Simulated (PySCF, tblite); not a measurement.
# C7H16BN: geometry, infrared bands and NMR shifts

Wanted: the infrared bands and NMR shifts of C7H16BN (`CCC/N=C/CB(C)C`), by calculation.

Programs: tblite 0.8.0 and PySCF 2.14.0, with density-fitted response routines of our own. Each step states its level of theory. These are calculated values for one molecule in the gas phase, unless marked as measured. Atoms are numbered from 0 throughout.

### 1 The molecule as given

25 atoms, charge 0, multiplicity 1; geometry from: force field or distance geometry start.

Bonds of the start (Å): C0–C1 1.54, C1–C2 1.49, C2–N3 1.45, N3–C4 1.29, C4–C5 1.49, C5–B6 1.58, B6–C7 1.58, B6–C8 1.58, C0–H9 1.09, C0–H10 1.11, C0–H11 1.13, C1–H12 1.11, C1–H13 1.11, C2–H14 1.11, C2–H15 1.11, C4–H16 1.08, C5–H17 1.11, C5–H18 1.12, C7–H19 1.09, C7–H20 1.13, C7–H21 1.13, C8–H22 1.11, C8–H23 1.08, C8–H24 1.13.

### 2 Relaxing the molecule with GFN2-xTB

What the job is given:

```
{"job": {"kind": "relax", "xc": "GFN2-xTB", "basis": "xTB"}, "charge": 0, "multiplicity": 1}
C      4.397100    -0.339500     0.160000
C      3.200100     0.481900     0.664500
C      2.091400     0.321600    -0.322000
N      0.890900     1.052400     0.023100
C     -0.198800     0.368200     0.044100
C     -1.513200     0.972400     0.381400
B     -2.658100    -0.045000    -0.020200
C     -4.055300     0.046400     0.720800
C     -2.530300    -1.085500    -1.202900
H      5.095700     0.266800    -0.410800
H      4.863300    -0.828800     1.036100
H      3.989000    -1.193400    -0.453900
H      3.509400     1.544400     0.679300
H      2.915200     0.136600     1.685500
H      2.362100     0.652600    -1.342900
H      1.867100    -0.762800    -0.349100
H     -0.194700    -0.681600    -0.214800
H     -1.508600     1.170800     1.472700
H     -1.676300     1.954600    -0.135800
H     -4.160900     0.904500     1.384100
H     -4.823700     0.040100    -0.112400
H     -4.177200    -0.941200     1.249100
H     -2.785100    -2.074000    -0.771400
H     -1.557000    -1.131200    -1.679600
H     -3.353100    -0.806400    -1.918300
```

Run with:

```bash
$ OMP_NUM_THREADS=1 python probes_run.py task.json out
```

This one command runs all jobs of the session in turn.

**Question.** This job is followed by: GFN2-xTB harmonic vibrations, gas phase; GIAO PBE0/pcSseg-1 NMR shielding, non-relativistic, gas phase. What will the session give for the following? strongest single infrared mode (GFN2-xTB); zero-point energy (GFN2-xTB); ¹³C shifts against TMS (PBE0/pcSseg-1, means over atoms taken as alike); ¹H shifts against TMS (PBE0/pcSseg-1, means over atoms taken as alike); ¹⁵N shifts against NH3 (PBE0/pcSseg-1); ¹¹B shifts against BF3·OEt2 (PBE0/pcSseg-1).

As calculated:

| quantity | value |
| --- | --- |
| strongest single infrared mode (GFN2-xTB) | 1166 cm⁻¹, 201 km/mol |
| zero-point energy (GFN2-xTB) | 136.2 kcal/mol |
| ¹³C shifts against TMS (PBE0/pcSseg-1, means over atoms taken as alike) | 166.4, 69.3, 46.3, 30.6, 15.8, 14.4 ppm |
| ¹H shifts against TMS (PBE0/pcSseg-1, means over atoms taken as alike) | 7.96, 3.52, 2.44, 1.63, 1.07, 0.92 ppm |
| ¹⁵N shifts against NH3 (PBE0/pcSseg-1) | 375.2 ppm |
| ¹¹B shifts against BF3·OEt2 (PBE0/pcSseg-1) | 90.1 ppm |

In words: Over 179 steps the energy fell by 0.787 eV; of the close pairs, C7–H20 changed most, 1.133 to 1.088 Å. No mode is imaginary among the 69: a minimum at this level. The strongest single mode, at 1166 cm⁻¹, moves mainly B6. Unscaled tight-binding wavenumbers are off by several per cent, some by more. Its intensities can rank the bands wrongly. At PBE0/pcSseg-1: The widest tensor belongs to N3: span 642 ppm, with a paramagnetic part of -440 ppm.
